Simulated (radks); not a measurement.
**The series with 58 electrons, Ce to Pt²⁰⁺**

What does a rising nuclear charge do to the levels of a fixed set of electrons? The series is run ion by ion, each ion in its NIST ground configuration.

The numbers are computed with radks (a radial shooting solver on a logarithmic mesh, Libxc functionals) version 1 (scalar-relativistic Kohn-Sham, PBE, spin-unpolarised, spherical densities, point nucleus), except any that are marked as measured or tabulated.

**1. The system**

- electrons: 58
- ions: Ce, Nd²⁺, Sm⁴⁺, Gd⁶⁺, Dy⁸⁺, Er¹⁰⁺, Yb¹²⁺, Hf¹⁴⁺, W¹⁶⁺, Os¹⁸⁺, Pt²⁰⁺
- configuration: NIST ground configuration of each

In the logs a row gives level, spin channel, occupation and eigenvalue; Etot, Ekin, Encl (electron-nucleus), Eh (Hartree) and Exc are energies, all in hartree; err is the last residual, it the number of iterations.

**2. Ce, [Xe] 4f1 5d1 6s2**

Settings of this run:

```text
Z 58
configuration [Xe] 4f1 5d1 6s2
relativity scalar-relativistic
functional pbe,pbe
spin unpolarised
nucleus point
c 137.035999084
```

Standard output:

```text
1s      1   2.0000       -1479.94114785
2s      1   2.0000        -236.95921556
2p      1   6.0000        -212.21215892
3s      1   2.0000         -51.02550707
3p      1   6.0000         -43.15622477
3d      1  10.0000         -31.98186177
4s      1   2.0000         -10.32482052
4p      1   6.0000          -7.75631720
4d      1  10.0000          -4.06023885
4f      1   1.0000          -0.19776563
5s      1   2.0000          -1.49165762
5p      1   6.0000          -0.85351105
5d      1   1.0000          -0.11241855
6s      1   2.0000          -0.13761891
Etot -8860.456514637935
Ekin 9391.709458995243
Encl -21463.10719449314
Eh 3420.1355926807014
Exc -209.19437182074066
err 6.925043298077717e-09
it 14
```

The top filled level is 5d, -3.059 eV.

From the orbitals of this run (lengths in bohr):

| level | occupation | energy (eV) | <r> | outermost maximum (interpolated) | 90 % within | nodes |
| --- | --- | --- | --- | --- | --- | --- |
| 4s | 2 | -280.95 | 0.6373 | 0.593 | 0.915 | 3 |
| 4p | 6 | -211.06 | 0.6748 | 0.619 | 0.981 | 2 |
| 4d | 10 | -110.48 | 0.7442 | 0.652 | 1.12 | 1 |
| 5s | 2 | -40.590 | 1.517 | 1.37 | 2.18 | 4 |
| 5p | 6 | -23.225 | 1.760 | 1.55 | 2.57 | 3 |
| 4f | 1 | -5.381 | 1.105 | 0.708 | 1.91 | 0 |
| 6s | 2 | -3.745 | 4.348 | 3.74 | 6.38 | 5 |
| 5d | 1 | -3.059 | 2.952 | 2.16 | 4.74 | 2 |

The radial density on a logarithmic grid:

```csv
r (bohr),4πr²ρ (e/bohr)
0.00101,2.831
0.00161,6.119
0.00256,12.69
0.00404,24.41
0.00642,42.89
0.0102,64.26
0.0162,76.21
0.0256,70.37
0.0408,70.67
0.0648,96.63
0.102,87.96
0.163,76.60
0.259,77.39
0.411,31.57
0.649,35.46
1.03,13.10
1.64,7.114
2.59,2.090
4.12,0.7657
6.55,0.1643
```

**3. Nd²⁺, [Xe] 4f4**

Settings of this run:

```text
Z 60
configuration [Xe] 4f4 6s0 5d0
relativity scalar-relativistic
functional pbe,pbe
spin unpolarised
nucleus point
c 137.035999084
```

Standard output:

```text
1s      1   2.0000       -1595.53517495
2s      1   2.0000        -258.46193637
2p      1   6.0000        -231.08799242
3s      1   2.0000         -56.44119888
3p      1   6.0000         -47.80951787
3d      1  10.0000         -35.84041022
4s      1   2.0000         -11.60115999
4p      1   6.0000          -8.77507814
4d      1  10.0000          -4.75921655
4f      1   4.0000          -0.53560614
5s      1   2.0000          -1.96352095
5p      1   6.0000          -1.28557037
6s      1   0.0000          -0.49217568
5d      1   0.0000          -0.49860818
Etot -9623.374854125004
Ekin 10242.942138274128
Encl -23345.939839415383
Eh 3701.4779922750263
Exc -221.85514525877434
err 2.8190206276136404e-09
it 14
```

4f is the highest filled level (-14.575 eV).

**4. Sm⁴⁺, [Xe] 4f4**

Changes since step 3:

```diff
@@ -1,2 +1,2 @@
-Z 60
+Z 62
 configuration [Xe] 4f4 6s0 5d0
```

Standard output:

```text
1s      1   2.0000       -1717.35642693
2s      1   2.0000        -282.25846967
2p      1   6.0000        -251.97078409
3s      1   2.0000         -63.41721758
3p      1   6.0000         -53.95133982
3d      1  10.0000         -41.13974952
4s      1   2.0000         -14.15385120
4p      1   6.0000         -11.02989364
4d      1  10.0000          -6.64428641
4f      1   4.0000          -1.90583577
5s      1   2.0000          -3.20079024
5p      1   6.0000          -2.38553034
6s      1   0.0000          -1.14519930
5d      1   0.0000          -1.35323392
Etot -10424.167490450729
Ekin 11144.214184125882
Encl -25268.44796974554
Eh 3933.504951870381
Exc -233.43865670145385
err 4.0443608801008475e-09
it 14
```

4f is the highest filled level (-51.860 eV).

**5. Gd⁶⁺, [Kr] 4d10 4f6 5s2 5p4**

Settings of this run:

```text
Z 64
configuration [Kr] 4d10 4f6 5s2 5p4 6s0 5d0
relativity scalar-relativistic
functional pbe,pbe
spin unpolarised
nucleus point
c 137.035999084
```

Standard output:

```text
1s      1   2.0000       -1844.33636098
2s      1   2.0000        -307.03610061
2p      1   6.0000        -273.54147365
3s      1   2.0000         -70.41329163
3p      1   6.0000         -60.03859005
3d      1  10.0000         -46.35085860
4s      1   2.0000         -16.54857037
4p      1   6.0000         -13.12102711
4d      1  10.0000          -8.37716035
4f      1   6.0000          -3.19593926
5s      1   2.0000          -4.49049813
5p      1   4.0000          -3.55959586
6s      1   0.0000          -1.92238542
5d      1   0.0000          -2.34142661
Etot -11262.09154938974
Ekin 12095.163746059077
Encl -27302.456346600135
Eh 4190.991545665411
Exc -245.79049451409188
err 4.101168019271759e-09
it 14
```

Highest occupied level: 4f at -86.966 eV.

**6. Dy⁸⁺, [Kr] 4d10 4f8 5s2 5p2**

Settings of this run:

```text
Z 66
configuration [Kr] 4d10 4f8 5s2 5p2 6s0 5d0
relativity scalar-relativistic
functional pbe,pbe
spin unpolarised
nucleus point
c 137.035999084
```

Standard output:

```text
1s      1   2.0000       -1976.86640584
2s      1   2.0000        -333.15792972
2p      1   6.0000        -296.12156058
3s      1   2.0000         -77.85166777
3p      1   6.0000         -66.48345171
3d      1  10.0000         -51.87534791
4s      1   2.0000         -19.15103905
4p      1   6.0000         -15.39633628
4d      1  10.0000         -10.27806711
4f      1   8.0000          -4.63943490
5s      1   2.0000          -5.92244138
5p      1   2.0000          -4.86625825
6s      1   0.0000          -2.81417584
5d      1   0.0000          -3.46243040
Etot -12139.28182389311
Ekin 13099.628778373155
Encl -29436.795399092058
Eh 4456.410981815216
Exc -258.52618498942263
err 1.6748153351456068e-09
it 15
```

Highest occupied level: 4f at -126.25 eV.

**7. Er¹⁰⁺, [Kr] 4d10 4f10 5s2**

Settings of this run:

```text
Z 68
configuration [Kr] 4d10 4f10 5s2 5p0 6s0
relativity scalar-relativistic
functional pbe,pbe
spin unpolarised
nucleus point
c 137.035999084
```

Standard output:

```text
1s      1   2.0000       -2115.09444831
2s      1   2.0000        -360.66636156
2p      1   6.0000        -319.71893014
3s      1   2.0000         -85.74338286
3p      1   6.0000         -73.28811578
3d      1  10.0000         -57.71204791
4s      1   2.0000         -21.96201963
4p      1   6.0000         -17.85394255
4d      1  10.0000         -12.34361302
4f      1  10.0000          -6.23089682
5s      1   2.0000          -7.49079494
5p      1   0.0000          -6.29900035
6s      1   0.0000          -3.80791160
Etot -13056.581052806396
Ekin 14159.962678607859
Encl -31675.012361151854
Eh 4730.158492449236
Exc -271.6898627116376
err 9.828545331676758e-10
it 15
```

The top filled level is 4f, -169.55 eV.

**8. Yb¹²⁺, [Kr] 4d10 4f10 5s2**

Changes since step 7:

```diff
@@ -1,2 +1,2 @@
-Z 68
+Z 70
 configuration [Kr] 4d10 4f10 5s2 5p0 6s0
```

Standard output:

```text
1s      1   2.0000       -2259.78022104
2s      1   2.0000        -390.31557027
2p      1   6.0000        -345.03590466
3s      1   2.0000         -94.93143324
3p      1   6.0000         -81.28315767
3d      1  10.0000         -64.67906952
4s      1   2.0000         -25.70986026
4p      1   6.0000         -21.19201629
4d      1  10.0000         -15.23716459
4f      1  10.0000          -8.58402465
5s      1   2.0000          -9.48486163
5p      1   0.0000          -8.10611911
6s      1   0.0000          -5.00667218
Etot -14014.28572317606
Ekin 15279.010186642987
Encl -33980.443895331104
Eh 4971.105446185133
Exc -283.95746067307664
err 8.875090646731297e-09
it 15
```

The top filled level is 4f, -233.58 eV.

**9. Hf¹⁴⁺, [Kr] 4d10 4f11 5s1**

Settings of this run:

```text
Z 72
configuration [Kr] 4d10 4f11 5s1 5p0 6s0
relativity scalar-relativistic
functional pbe,pbe
spin unpolarised
nucleus point
c 137.035999084
```

Standard output:

```text
1s      1   2.0000       -2410.34443834
2s      1   2.0000        -421.25215313
2p      1   6.0000        -371.19679799
3s      1   2.0000        -104.34999855
3p      1   6.0000         -89.39588993
3d      1  10.0000         -71.71377654
4s      1   2.0000         -29.45466560
4p      1   6.0000         -24.50414907
4d      1  10.0000         -18.09911368
4f      1  11.0000         -10.91827032
5s      1   1.0000         -11.55337479
5p      1   0.0000          -9.99062119
6s      1   0.0000          -6.29540394
Etot -15011.717198330343
Ekin 16456.217000108714
Encl -36402.89655570385
Eh 5231.93420126835
Exc -296.9718440035605
err 1.4196365181031002e-08
it 14
```

The top filled level is 4f, -297.10 eV.

**10. W¹⁶⁺, [Kr] 4d10 4f11 5s1**

Changes since step 9:

```diff
@@ -1,2 +1,2 @@
-Z 72
+Z 74
 configuration [Kr] 4d10 4f11 5s1 5p0 6s0
```

Standard output:

```text
1s      1   2.0000       -2567.53032000
2s      1   2.0000        -454.20763085
2p      1   6.0000        -398.87413157
3s      1   2.0000        -114.82065358
3p      1   6.0000         -98.43334966
3d      1  10.0000         -79.61027355
4s      1   2.0000         -33.87326505
4p      1   6.0000         -28.43335917
4d      1  10.0000         -21.53898659
4f      1  11.0000         -13.80795775
5s      1   1.0000         -13.94052876
5p      1   0.0000         -12.15958481
6s      1   0.0000          -7.76085243
Etot -16051.132840958786
Ekin 17698.133094438374
Encl -38913.569818660544
Eh 5473.758624186921
Exc -309.4547409235359
err 1.0488017760255054e-08
it 14
```

The top filled level is 4f, -375.73 eV.

**11. Os¹⁸⁺, [Kr] 4d10 4f12**

Settings of this run:

```text
Z 76
configuration [Kr] 4d10 4f12 5s0 5p0
relativity scalar-relativistic
functional pbe,pbe
spin unpolarised
nucleus point
c 137.035999084
```

Standard output:

```text
1s      1   2.0000       -2730.89424909
2s      1   2.0000        -488.45916935
2p      1   6.0000        -427.30958537
3s      1   2.0000        -125.43285096
3p      1   6.0000        -107.47516299
3d      1  10.0000         -87.45378933
4s      1   2.0000         -38.20635699
4p      1   6.0000         -32.25137632
4d      1  10.0000         -24.86185945
4f      1  12.0000         -16.58100129
5s      1   0.0000         -16.36779601
5p      1   0.0000         -14.37067324
Etot -17132.619480878897
Ekin 19004.47033644333
Encl -41555.90297107836
Eh 5741.748422831806
Exc -322.93526907567485
err 1.0042694293222621e-08
it 14
```

The top filled level is 4f, -451.19 eV.

**12. Pt²⁰⁺, [Kr] 4d10 4f12**

Changes since step 11:

```diff
@@ -1,2 +1,2 @@
-Z 76
+Z 78
 configuration [Kr] 4d10 4f12 5s0 5p0
```

Standard output:

```text
1s      1   2.0000       -2901.38477401
2s      1   2.0000        -524.94753849
2p      1   6.0000        -457.37334196
3s      1   2.0000        -137.22951725
3p      1   6.0000        -117.54656509
3d      1  10.0000         -96.25673574
4s      1   2.0000         -43.29028618
4p      1   6.0000         -36.75076572
4d      1  10.0000         -28.82452327
4f      1  12.0000         -19.98038838
5s      1   0.0000         -19.14605762
5p      1   0.0000         -16.89316574
Etot -18256.940039395256
Ekin 20381.854477997273
Encl -44289.14525607622
Eh 5986.045828701341
Exc -335.6950900176487
err 7.644120885934665e-09
it 14
```

The top filled level is 4f, -543.69 eV.

**13. Summary of results**

```
  ion  E (hartree)  ε(4p) (eV)  ε(4d) (eV)  ε(5s, empty in some) (eV)  ε(5p, empty in some) (eV)  ε(4f) (eV)  <r>(4f) (bohr)
   Ce   -8860.4565     -211.06     -110.48                    -40.590                    -23.225      -5.381           1.105
 Nd²⁺   -9623.3749     -238.78     -129.50                    -53.430                    -34.982     -14.575           1.085
 Sm⁴⁺  -10424.1675     -300.14     -180.80                    -87.098                    -64.914     -51.860          0.8464
 Gd⁶⁺  -11262.0915     -357.04     -227.95                    -122.19                    -96.862     -86.966          0.7758
 Dy⁸⁺  -12139.2818     -418.96     -279.68                    -161.16                    -132.42     -126.25          0.7203
Er¹⁰⁺  -13056.5811     -485.83     -335.89                    -203.83                    -171.40     -169.55          0.6742
Yb¹²⁺  -14014.2857     -576.66     -414.62                    -258.10                    -220.58     -233.58          0.6102
Hf¹⁴⁺  -15011.7172     -666.79     -492.50                    -314.38                    -271.86     -297.10          0.5689
 W¹⁶⁺  -16051.1328     -773.71     -586.11                    -379.34                    -330.88     -375.73          0.5266
Os¹⁸⁺  -17132.6195     -877.60     -676.53                    -445.39                    -391.05     -451.19          0.4976
Pt²⁰⁺  -18256.9400     -1000.0     -784.36                    -520.99                    -459.69     -543.69          0.4665
```

In words: From Ce to Pt²⁰⁺ the 4f level deepens by a factor 101 and shrinks by a factor 2.37. 4f drops below 5s between W¹⁶⁺ and Os¹⁸⁺. 4f drops below 5p between Er¹⁰⁺ and Yb¹²⁺. With rising charge the levels order more and more by their principal quantum number, as in hydrogen.
